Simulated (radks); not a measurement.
**Tl⁵⁶⁺ in [Ne] 3s1 3p6 3d7 4p1: an all-electron calculation**

An exercise on one series of results from a longer session: the logs are not shown, and one member is left open.

The numbers are computed with radks (a radial shooting solver on a logarithmic mesh, Libxc functionals) version 1 (Dirac Kohn-Sham, LDA (Slater exchange, Perdew-Zunger correlation), spin-unpolarised, spherical densities, finite nucleus; open shells are shared between the two j in proportion to 2j + 1), except any that are marked as measured or tabulated.

### What is computed

| Property | Result |
| --- | --- |
| element | thallium (Z = 81) |
| charge | +56 |
| electrons | 25 |
| configuration | [Ne] 3s1 3p6 3d7 4p1 |
| nuclear rms radius | 5.4759 fm |

Outer shells as boxes (Hund's rule):

Tl⁵⁶⁺
```
[Ne] core
3s [↑ ]
3p [↑↓][↑↓][↑↓]
3d [↑↓][↑↓][↑ ][↑ ][↑ ]
4p [↑ ][  ][  ]
```

Set-up of the first run:

The run's settings:

```text
Z 81
configuration [Ne] 3s1 3p6 3d7 4p1
relativity Dirac
functional lda,pz
spin unpolarised
j_filling average
nucleus finite rms 5.4759 fm
c 137.035999084
```

Started as:

```
python run_ks.py task.json out
```

The same process makes all the runs of this session.

One table of the session follows, with a row left open; its other results are not shown here.

It belongs to the step «Shells». Radial moments (bohr):

```
level      <r>  outermost maximum (interpolated)  90 % within  nodes
1s1/2  0.01633                            0.0100       0.0299      0
2s1/2        ?                                 ?            ?      ?
2p1/2  0.05564                            0.0427       0.0929      0
2p3/2  0.06432                            0.0502        0.104      0
3s1/2   0.1708                             0.161        0.250      2
3p1/2   0.1607                             0.149        0.241      1
3p3/2   0.1748                             0.164        0.260      1
3d3/2   0.1505                             0.126        0.232      0
3d5/2   0.1548                             0.130        0.237      0
4p1/2   0.3241                             0.324        0.463      2
4p3/2   0.3435                             0.345        0.489      2
```

Q: Estimate the row for 2s1/2 from the others.

As computed: <r>: 0.06782; outermost maximum (interpolated): 0.0583; 90 % within: 0.106; nodes: 1. In the column «<r>» it lies between 2p3/2 (0.06432) and 3d3/2 (0.1505).
